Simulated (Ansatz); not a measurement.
**YbMn2Sb2 (P-3m1): equation of state**

The task here is to estimate one member of a computed series from the others.

Computed with Ansatz 0.2.0 (DFT PBE+U (U_eff = 6 eV on Yb 4f), scalar-relativistic, plane waves, PAW, unless a step's input says otherwise).

### The system as given

The structure is trigonal, space group P-3m1 (No. 164). The conventional cell has a = 4.458 Å, b = 4.458 Å, c = 7.416 Å, α = 90.00°, β = 90.00°, γ = 120.00°. Yb (site symmetry -3m) is surrounded by 6 Sb at 3.20 Å. Around Mn (site symmetry 3m) lie 4 Sb at 2.65 to 2.75 Å. Sb (site symmetry 3m) has 4 Mn at 2.65 to 2.75 Å as nearest neighbours.

Structure file:

```
Yb Mn Sb
1.0
     4.45849    0.00000    0.00000
    -2.22924    3.86116    0.00000
     0.00000    0.00000    7.41564
Yb Mn Sb
1 2 2
Direct
  0.00000 0.00000 0.00000
  0.33333 0.66667 0.61377
  0.66667 0.33333 0.38623
  0.33333 0.66667 0.25638
  0.66667 0.33333 0.74362
```

An earlier run at PBE+U (U_eff = 6 eV on Yb 4f) left this cell at 25.532 Å³/atom and 0.00 GPa (10×10×6 mesh). The large moments point both ways and cancel.

Volume factors to run: 0.980, 1.020, 0.960, 1.040.

Set-up of the first run:

Input file input.yaml:

```yaml
crystal:
  lattice:
    - [4.4285633634, 0.0, 0.0]
    - [-2.2142816817, 3.835248375, 0.0]
    - [0.0, 0.0, 7.3658693676]
  atoms:
    - { symbol: Yb, position: [0.0, 0.0, -1.266e-07] }
    - { symbol: Mn, position: [0.3333333333, 0.6666666667, 0.6137725419], spin: 4.18 }
    - { symbol: Mn, position: [0.6666666667, 0.3333333333, 0.3862275187], spin: -4.18 }
    - { symbol: Sb, position: [0.3333333333, 0.6666666667, 0.25638019] }
    - { symbol: Sb, position: [0.6666666667, 0.3333333333, 0.743619876] }
basis:
  ecutwfc: 420
  ecutrho_ratio: 4
kpoints:
  mp_grid: { grid: [10, 10, 6] }
hamiltonian:
  xc: pbe
  hubbard:
    sites:
      - { species: Yb, l: f, u_eff: 6.0, starting_ns: start.occupation_matrices }
    ns_hold: { iters: 6 }
scf:
  occupations: { method: gaussian, width: 0.05 }
  lower_state_search: "off"
output:
  forces: true
  stress: true
  eigenvalues: true
  populations: true
magnetization:
  spin_polarized: true
relax:
  f_tol: 0.01
  max_steps: 40
  cell: { stress_tol: 0.1, fix: [volume] }
```

start.occupation_matrices holds the open shells' occupation matrices from the neighbouring geometry.

On the command line:

```bash
$ ansatz run input.yaml --threads 8 --pin off --max-ram 22528MiB --backend cpu --events-out ev --progress --plain --runs-dir out
```

Steps of the session up to this table: Scaling the volume by 0.980; At 1.020 of the relaxed volume; Volume × 0.960; At 1.040 of the relaxed volume.

One of the session's tables, all rows but one given; the rest of the session is left out.

It belongs to the step «Energy and pressure against volume». 

| volume (Å³/atom) | energy (meV/atom) | pressure (GPa) | moment of atom 2 (μB) |
| --- | --- | --- | --- |
| 24.511 | 5.90 | 1.91 | 3.72 |
| 25.021 | 1.42 | 0.90 | 3.76 |
| 25.532 | 0.00 | 0.00 | 3.80 |
| 26.043 | ? | ? | ? |
| 26.553 | 5.17 | -1.58 | 3.88 |

Q: Estimate the row for volume (Å³/atom) = 26.043 from the others.

Worked estimate for «energy (meV/atom)». A straight line through the neighbours (25.532, 0.00) and (26.553, 5.17) gives 0.00 + (5.17 − 0.00) × (26.043 − 25.532) / (26.553 − 25.532) = 2.59; a parabola fitted to 3 rows on both sides gives 1.25.

**Answer.** energy (meV/atom): 1.34; pressure (GPa): -0.83; moment of atom 2 (μB): 3.84. In «energy (meV/atom)» the line misses by +1.25 and the parabola by -0.09.

Limits of these values: Warnings in the runs' records: filled band counts differ across k points, stability check not made.
